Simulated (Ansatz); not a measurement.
**WHO (sextet): wave-function methods side by side, def2-TZVPP**

An exercise on one series of results from a longer session: the logs are not shown, and one member is left open.

The runs use Ansatz 0.2.0, Gaussian basis; def2-TZVPP, core rule «outside noble gas», up to 5 orbitals frozen.

To be run: UHF; ROHF; CCSD(T) on UHF.

3 further runs of the same task are left out: 1 for a known fault of the program, 2 set aside as unsound or not needed.

## The geometry

The geometry is a PBE0/def2-TZVP stationary point (not a proven minimum). No spin-orbit coupling is included. Elements past krypton take def2 core potentials.

3 atoms, charge 0, spin multiplicity 6.

Atoms are counted from 1 here; the program's logs count them from 0.

Bond lengths: W1–O2 1.921 Å, O2–H3 0.962 Å. Angles: W1–O2–H3 119.2°.

Set-up of the first run:

File in.yaml:

```yaml
crystal:
  periodic: [false, false, false]
  atoms:
    - {symbol: W, position_ang: [0.000000, 0.005553, 0.165001]}
    - {symbol: O, position_ang: [0.000000, -0.108057, -1.752846]}
    - {symbol: H, position_ang: [0.000000, 0.702391, -2.271247]}
basis:
  gaussian: {orbitals: def2-TZVPP}
magnetization: {spin_polarized: true, initial_magnetization: 5}
hamiltonian: {xc: hf}
output: {orbitals: {seedname: orbitals}}
```

On the command line:

```bash
> ansatz run in.yaml --threads 1 --pin off --events-out ev --progress --plain --max-ram 3968MiB --backend cpu
```

Among the steps run: UHF; ROHF; CCSD(T) on UHF.

One table of the session follows, with a row left open; its other results are not shown here.

```
  method  from UCCSD(T) (kcal/mol)
    ROHF                   +232.05
     UHF                   +228.05
    UMP2                    +12.70
   UCCSD                         ?
UCCSD(T)                         0
```

Q: Estimate the row for UCCSD from the others.

**Answer.** from UCCSD(T) (kcal/mol): +8.65. In the column «from UCCSD(T) (kcal/mol)» it lies between UCCSD(T) (0) and UMP2 (+12.70).

With the free atoms at the same levels and basis (separate runs), the atomisation energy is 8.895 eV at UCCSD(T), 6.704 eV at ROHF.
